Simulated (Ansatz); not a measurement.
GaSb3: single point with HSE06

GaSb3:

```
CELL_PARAMETERS angstrom
0.00000 3.73060 3.73060
3.73060 0.00000 3.73060
3.73060 3.73060 0.00000
ATOMIC_POSITIONS crystal
Sb 0.50000 0.50000 0.50000
Sb 0.75000 0.75000 0.75000
Sb 0.25000 0.25000 0.25000
Ga 0.00000 0.00000 0.00000
```

The cell comes from a database or a generator and needn't be the stable form of this composition.

```yaml
Program: Ansatz 0.2.0
Task: single point
Functional: HSE06
Potentials_or_basis: Ansatz PAW
Cutoff: "420 eV (not typed: the program's choice for these potentials)"
k_mesh: 4 × 4 × 4
Occupations: fermi-dirac, width 0.05 eV
Spin: no spin polarisation
```

| Item | Value |
| --- | --- |
| Pressure | -4.6 GPa |
| Band gap on the k mesh | none (metal or under the smearing width) |

Levels at points of the mesh, in eV from the Fermi level:
| k point | band 25 | band 26 | band 27 | band 28 | band 29 | band 30 | band 31 | band 32 | band 33 | band 34 |
| --- | --- | --- | --- | --- | --- | --- | --- | --- | --- | --- |
| (0.00, 0.00, 0.00) | -3.00 | -3.00 | -3.00 | -2.79 | -2.79 | -2.79 | -0.84 | -0.84 | -0.84 | 3.71 |
| (0.00, 0.00, -0.50) | -4.11 | -4.11 | -3.02 | -3.02 | -0.37 | 0.00 | 2.28 | 2.28 | 3.28 | 3.28 |
| (0.00, -0.50, -0.50) | -5.93 | -5.93 | 0.76 | 1.11 | 1.11 | 1.19 | 2.11 | 2.11 | 2.25 | 4.24 |

Run time: 28 s on 2 threads of Arm Neoverse V2, with other jobs on the host, peak memory 1.5 GiB.

Caveat: the k mesh is coarse (spacing up to 0.36 Å⁻¹), so the values aren't converged, least of all with exact exchange; the PAW data sets come from PBE, with cores solved anew for the run's functional, which leaves a small shift of forces and pressure; the thresholds are loose for stress. The run has no spin-orbit coupling, so splittings on Sb are missing.
